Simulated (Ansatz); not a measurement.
# AlBCl2H4O2: the cost of one run

Method: RKS B3LYP/cc-pVDZ, in Ansatz 0.2.0.

## 1. The starting structure

Bond lengths: B1–Cl2 2.210 Å, B1–O3 1.410 Å, O3–H4 1.010 Å, B1–Cl5 1.860 Å, B1–O6 1.710 Å, O6–Al7 1.780 Å, Al7–H8 1.560 Å, Al7–H9 1.560 Å, Cl2–H10 1.346 Å, O6–H10 1.148 Å. Angles (14 of 15 angles, heavy atoms first): Cl2–B1–O3 120.0°, Cl2–B1–Cl5 120.0°, Cl2–B1–O6 71.6°, O3–B1–Cl5 120.0°, O3–B1–O6 105.4°, Cl5–B1–O6 92.8°, B1–O6–Al7 125.0°, B1–Cl2–H10 63.4°, B1–O3–H4 109.5°, B1–O6–H10 87.0°, Al7–O6–H10 108.7°, O6–Al7–H8 120.0°, O6–Al7–H9 120.0°, Cl2–H10–O6 138.0°.

Structure file:

```xyz
10

B     0.0000    0.0000    0.0000
Cl    0.0000    0.0000    2.2100
O     1.2211    0.0000   -0.7050
H     1.5209   -0.9519   -0.8599
Cl   -1.6108    0.0000   -0.9300
O    -0.2139    1.6086    0.5392
Al   -1.7146    2.5509    0.3706
H    -2.9671    1.9092   -0.3024
H    -1.7772    4.0185    0.8959
H    -0.1586    1.1932    1.6085
```

## 2. Pulling towards end A

Springs on the bonds that form and break draw the guess towards this end; the thresholds are loose.

input.yaml reads:

```yaml
crystal:
  periodic: [false, false, false]
  atoms:
    - { symbol: B, position_ang: [0.0, 0.0, 0.0] }
    - { symbol: Cl, position_ang: [0.0, 0.0, 2.21] }
    - { symbol: O, position_ang: [1.2211, 0.0, -0.705] }
    - { symbol: H, position_ang: [1.5209, -0.9519, -0.8599] }
    - { symbol: Cl, position_ang: [-1.6108, 0.0, -0.93] }
    - { symbol: O, position_ang: [-0.2139, 1.6086, 0.5392] }
    - { symbol: Al, position_ang: [-1.7146, 2.5509, 0.3706] }
    - { symbol: H, position_ang: [-2.9671, 1.9092, -0.3024] }
    - { symbol: H, position_ang: [-1.7772, 4.0185, 0.8959] }
    - { symbol: H, position_ang: [-0.1586, 1.1932, 1.6085] }
basis:
  gaussian: { orbitals: cc-pVDZ }
hamiltonian:
  xc: b3lyp
relax:
  f_tol: 0.15
  max_steps: 25
  restrain:
    - { distance: [0, 5], at: 2.61, k: 30.0 }
    - { distance: [9, 1], at: 2.57, k: 30.0 }
    - { distance: [0, 1], at: 1.86, k: 30.0 }
    - { distance: [9, 5], at: 1.01, k: 30.0 }
```

Command:

```
> ansatz run input.yaml --threads 4 --pin off --max-ram 5120MiB --backend cpu --events-out ev --progress --plain --runs-dir out
```

**Question.** How long does this run take on 4 threads of Arm Neoverse V1, shared host, and how much memory does it need?

About 49 s, with a peak of 0.31 GiB.
